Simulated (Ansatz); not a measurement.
# HfB2W3: the cost of one run

Method: DFT PBE, scalar-relativistic, plane waves, PAW, in Ansatz 0.2.0.

1 further run of the same task is left out (it didn't finish).

## Step 1: Starting point

The structure is hexagonal, space group P6/mmm (No. 191). The conventional cell has a = 4.313 Å, b = 4.313 Å, c = 5.681 Å, α = 90.00°, β = 90.00°, γ = 120.00°. Hf (site symmetry 6/mmm) has 2 B at 1.54 Å as nearest neighbours. B (site symmetry 6mm) is surrounded by 1 W at 1.30 Å and 1 Hf at 1.54 Å. Around W (site symmetry -6m2) lie 6 W at 2.49 Å and 6 B at 2.81 Å. Around W (site symmetry 6/mmm) lie 2 B at 1.30 Å.

As a file:

```xyz
6
Lattice="4.3135 0.0000 0.0000 -2.1567 3.7356 0.0000 0.0000 0.0000 5.6815" Properties=species:S:1:pos:R:3 pbc="T T T"
Hf    0.0000    0.0000    0.0000
B     0.0000    0.0000    1.5448
B     0.0000    0.0000    4.1367
W     0.0000    2.4904    2.8407
W     2.1567    1.2452    2.8407
W     0.0000    0.0000    2.8407
```

The cell is invented: random cell by space group and Wyckoff sites (P6/mmm, No. 191). Lengths come from tabulated atomic sizes and are only a guess.

## Step 2: The guess as it stands, on a coarse mesh

input.yaml reads:

```yaml
crystal:
  lattice:
    - [4.31347104, 0.0, 0.0]
    - [-2.15673552, 3.7355755, 0.0]
    - [0.0, 0.0, 5.68146783]
  atoms:
    - { symbol: Hf, position: [0.0, 0.0, 0.0] }
    - { symbol: B, position: [0.0, 0.0, 0.27190177] }
    - { symbol: B, position: [0.0, 0.0, 0.72809823] }
    - { symbol: W, position: [0.33333333, 0.66666667, 0.5] }
    - { symbol: W, position: [0.66666667, 0.33333333, 0.5] }
    - { symbol: W, position: [0.0, 0.0, 0.5] }
basis:
  ecutwfc: 420
kpoints:
  mp_grid: { grid: [6, 6, 4] }
hamiltonian:
  xc: pbe
scf:
  occupations: { method: gaussian, width: 0.1 }
  lower_state_search: "off"
output:
  forces: true
  stress: true
  eigenvalues: true
```

On the command line:

```
$ ansatz run input.yaml --threads 1 --pin off --max-ram 2560MiB --backend cpu --events-out ev --progress --plain --runs-dir out
```

What time and memory should one allow on 1 thread of Intel Xeon at 2.70GHz, shared host?

About 5.9 s, with a peak of 0.43 GiB.
